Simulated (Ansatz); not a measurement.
# Sn: a run for elastic constants

The task is a run for elastic constants on Sn.

Program: Ansatz 0.2.0. Level of theory: Kohn-Sham DFT, with the functional, basis and potentials that each input names (as first typed). These are calculated values, not measurements.

1 further run of the same task is left out (set aside as unsound or not needed).

### 1 The system as given

The structure is cubic, space group Im-3m (No. 229). Conventional cell: a = 3.707 Å, b = 3.707 Å, c = 3.707 Å, α = 90.00°, β = 90.00°, γ = 90.00°. Sn (site symmetry m-3m) is surrounded by 8 Sn at 3.21 Å.

Structure file:

```
CELL_PARAMETERS angstrom
-1.85335 1.85335 1.85335
1.85335 -1.85335 1.85335
1.85335 1.85335 -1.85335
ATOMIC_POSITIONS crystal
Sn 0.00000 0.00000 0.00000
```

### 2 Input and run

File input.yaml:

```yaml
crystal:
  lattice:
    - [-1.85335311098, 1.85335311098, 1.85335311098]
    - [1.85335311098, -1.85335311098, 1.85335311098]
    - [1.85335311098, 1.85335311098, -1.85335311098]
  atoms:
    - { symbol: Sn, position: [0.0, 0.0, 0.0] }
kpoints:
  mp_grid: { grid: [14, 14, 14] }
scf:
  occupations: { method: fermi_dirac, width: 0.1 }
  max_iter: 50
hamiltonian:
  xc: lda
  pseudopotentials: { kind: all_electron, lapw: { basis_error: 0.001 } }
  hubbard: { sites: [{ species: Sn, l: f, u_eff: 30.0 }] }
elastic:
  mode: relaxed_ion
  stencil: two_point
  amplitude: 0.003
```

Run with:

```console
$ ansatz run input.yaml --threads 1 --pin off --max-ram 2560MiB --backend cpu --events-out ev --progress --plain --runs-dir out
```

**Question.** How will this run end, and is anything wrong with its input?

Nothing was computed: the input was turned down at the start. Its message: «invalid value for `hamiltonian.pseudopotentials.projection_atoms`: `1s2 2s2 2p6 3s2 3p6 3d10 4s2 4p6 4d10 4f0 5s2 5p2` of Sn: PBE doesn't bind the shell 4f of the free atom, whose level lies at +1.05 eV. Type another configuration»

In the input, hamiltonian.hubbard.sites is [{species: Sn, l: f, u_eff: 30.0}]. U was placed on a shell that is absent, full or empty, where it has nothing to correct.

Remedy: delete hamiltonian.hubbard.sites.
